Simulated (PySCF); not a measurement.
**InOH: relaxation and vibrations of the singlet**

Aim: relax InOH as a singlet from a PBE0 minimum start, check by its vibrations whether the end is a minimum, and collect its spectrum and constants.

Computed with PySCF 2.14.0. Level: PBE, basis In def2-TZVP with ECP28, O def2-TZVP, H def2-TZVP, scalar-relativistic core potentials, no spin–orbit coupling, density fitting.

**1. The starting structure**

3 atoms, charge 0, spin multiplicity 1.

Bond lengths: In1–O2 1.818 Å, In1–H3 1.664 Å. Angles: O2–In1–H3 180.0°.

Coordinates in bohr (charge 0 multiplicity 1):
```
In    0.0000    0.0000    0.3927
O     0.0000    0.0000   -3.0430
H     0.0000    0.0000    3.5364
```

**2. The SCF at the typed geometry**

The steps below are one call of a driver around PySCF. For each, scf.py gives the equivalent set-up of the SCF; relaxations use the driver's own optimiser. After this first run the driver tries any further starts and a stability analysis.

File scf.py:

```python
from pyscf import gto, scf, dft
mol = gto.M(atom='''
In    -0.000000    -0.000000     0.207810
O      0.000000    -0.000000    -1.610280
H     -0.000000    -0.000000     1.871390''',
    basis={'In': 'def2-TZVP', 'O': 'def2-TZVP', 'H': 'def2-TZVP'},
    ecp={'In': 'def2-TZVP'},
    charge=0, spin=0)
mf = dft.RKS(mol, xc='PBE')
mf.grids.atom_grid = (50, 194)
aux = {'In': 'def2-universal-JKFIT', 'O': 'def2-universal-JKFIT', 'H': 'def2-universal-JKFIT'}
mf = mf.density_fit(auxbasis=aux)
mf.conv_tol = 1e-08
mf.diis_space = 10
mf.max_cycle = 60
mf.init_guess = 'minao'
mf.verbose = 4
mf.kernel()
```

On the command line:

```
> OMP_NUM_THREADS=2 python axn.py task.json out
```

Further steps of the session: Relaxation: PBE0 minimum start, singlet; Hessian and properties.

Before running it: what results should come out? Wanted: minimum; geometry; wavenumbers; dipole moment; highest occupied, lowest empty level; polar-tensor charge of In1; zero-point energy; atomisation energy.

**Answer**, as computed:

```
                                 quantity                                      value
                                  minimum                               singlet, C∞v
                                 geometry  In–H 1.676 Å, In–O 1.839 Å; H–In–O 180.0°
                       wavenumbers (cm⁻¹)               460 (π), 791 (σ+), 1873 (σ+)
                            dipole moment                                     4.39 D
     highest occupied, lowest empty level                            -5.93, -2.25 eV
               polar-tensor charge of In1                                    +0.74 e
                        zero-point energy                                21.4 kJ/mol
                      entropy at 298.15 K                            238.9 J/(mol K)
atomisation energy (no zero-point energy)                                 647 kJ/mol
```

**Reading.** The molecule stays C∞v, as typed, and the end point is a minimum. The strongest infrared band lies at 1873 cm⁻¹ (σ+, stretch). Only this shape and spin were tried, so other structures or states may lie lower.
